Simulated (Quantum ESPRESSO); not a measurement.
# NbTe in Quantum ESPRESSO: the effect of target pressure

The system is NbTe.

```xyz
2
Lattice="3.4257 0.0000 0.0000 0.0000 3.4257 0.0000 0.0000 0.0000 3.4257" Properties=species:S:1:pos:R:3 pbc="T T T"
Nb    1.7128    1.7128    1.7128
Te    0.0000    0.0000    0.0000
```

The cell was built by a generator and needn't be a form met in nature.

Alike in all runs:

| Item | Value |
| --- | --- |
| Program | Quantum ESPRESSO 7.5 |
| Task | phonons |
| Functional | PBEsol |
| Potentials or basis | GBRV 1.5 PBEsol |
| Cutoff | 612 eV |
| Density cutoff | 4898 eV |
| k mesh | 8 × 8 × 8 |
| Occupations | cold, width 0.2 eV |
| Spin | no spin polarisation |

Each run relaxes the cell or the atoms first.

One run gave: relaxed volume 15.86 Å³/atom; highest phonon frequency 248 cm⁻¹. Which target pressure did it use?
A. 0 GPa
B. 25 GPa
C. 50 GPa
D. 10 GPa
E. 80 GPa

C.

| target pressure | relaxed volume (Å³/atom) | highest phonon frequency (cm⁻¹) |
| --- | --- | --- |
| 0 GPa | 19.50 | 147 |
| 10 GPa | 18.40 | 175 |
| 25 GPa | 17.21 | 207 |
| 50 GPa | 15.86 | 248 |
| 80 GPa | 14.74 | 286 |

Caveats: the mesh is thin for the phonons of a metal; the cell is more than 3 GPa from zero pressure, which shifts response properties (some runs); the volume moved by over 15 % at a fixed basis, so the end points are rough (some runs).
